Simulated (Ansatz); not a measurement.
# SiGeH₄+ (doublet): wave-function methods side by side, cc-pVTZ

How much of the correlation energy of SiGeH₄+ (doublet) does each wave-function method recover here?

The runs use Ansatz 0.2.0, Gaussian basis; cc-pVTZ, correlated electrons: outside noble gas.

To be run: UHF; CCSD(T) on ROHF; CCSD(T) on UHF; BCCD(T) on ROHF; CCSDT(Q) on ROHF; CCSDT(Q) on UHF.

## Step 1: What is computed

The geometry is a PBE0/def2-TZVP stationary point (not a proven minimum) of the parent state, kept for this charge and spin. No spin-orbit coupling is included. The filled d shell of Ge may be among the frozen orbitals whatever the setting's name suggests; the logs give the count.

6 atoms, charge 1, spin multiplicity 2.

Atoms are counted from 1 here; the program's logs count them from 0.

Bond lengths: Si1–Ge2 2.457 Å, Si1–H3 1.489 Å, Si1–H4 1.494 Å, Si1–H5 1.494 Å, Ge2–H6 1.593 Å. Angles: Ge2–Si1–H3 118.9°, Ge2–Si1–H4 107.4°, Ge2–Si1–H5 107.4°, H3–Si1–H4 107.9°, H3–Si1–H5 107.9°, H4–Si1–H5 106.6°, Si1–Ge2–H6 92.7°.

In the tables R marks a restricted open-shell determinant and U an unrestricted one; correlation energies count from the lowest restricted Hartree-Fock solution.

## Step 2: UHF

Contents of in.yaml:

```yaml
crystal:
  periodic: [false, false, false]
  atoms:
    - {symbol: Si, position_ang: [0.000000, 0.027795, 1.712649]}
    - {symbol: Ge, position_ang: [0.000000, -0.030704, -0.744071]}
    - {symbol: H, position_ang: [0.000000, 1.348061, 2.400385]}
    - {symbol: H, position_ang: [1.197551, -0.733921, 2.178541]}
    - {symbol: H, position_ang: [-1.197551, -0.733921, 2.178541]}
    - {symbol: H, position_ang: [0.000000, 1.558094, -0.855589]}
basis:
  gaussian: {orbitals: cc-pVTZ}
total_charge: 1
magnetization: {spin_polarized: true, initial_magnetization: 1}
hamiltonian: {xc: hf}
output: {orbitals: {seedname: orbitals}}
```

Run with:

```bash
ansatz run in.yaml --threads 1 --pin off --events-out ev --progress --plain --max-ram 4096MiB --backend cpu
```

After this run come: CCSD(T) on ROHF; CCSD(T) on UHF; BCCD(T) on ROHF; CCSDT(Q) on ROHF; CCSDT(Q) on UHF.

**Question.** What will the summary of the whole plan be? Wanted: correlation energy, UCCSDT(Q); RMP2 from UCCSDT(Q); UMP2 from UCCSDT(Q); RCCSD from UCCSDT(Q); RCCSD(T) from UCCSDT(Q); UCCSD(T) from UCCSDT(Q); RCCSDT(Q) from UCCSDT(Q); T1 diagnostic.

**Answer**, as computed:

```
                                      quantity                      value
                 correlation energy, UCCSDT(Q)                 -6.8115 eV
                           RMP2 from UCCSDT(Q)              +136.0 kJ/mol
                           UMP2 from UCCSDT(Q)              +136.9 kJ/mol
                          RCCSD from UCCSDT(Q)               +24.9 kJ/mol
                       RCCSD(T) from UCCSDT(Q)                +5.0 kJ/mol
                       UCCSD(T) from UCCSDT(Q)                +4.6 kJ/mol
                      RCCSDT(Q) from UCCSDT(Q)                +0.5 kJ/mol
levels of the table within 1 kcal/mol (43 meV)  RCCSDT, UCCSDT, RCCSDT(Q)
                                 T1 diagnostic                      0.026
```

**Reading.** RCCSD(T) misses by +5.0 kJ/mol, 0.8 % of the correlation energy. These misses are within one basis, not against nature; the frozen cores of restricted and unrestricted runs differ, which can shift their rows.
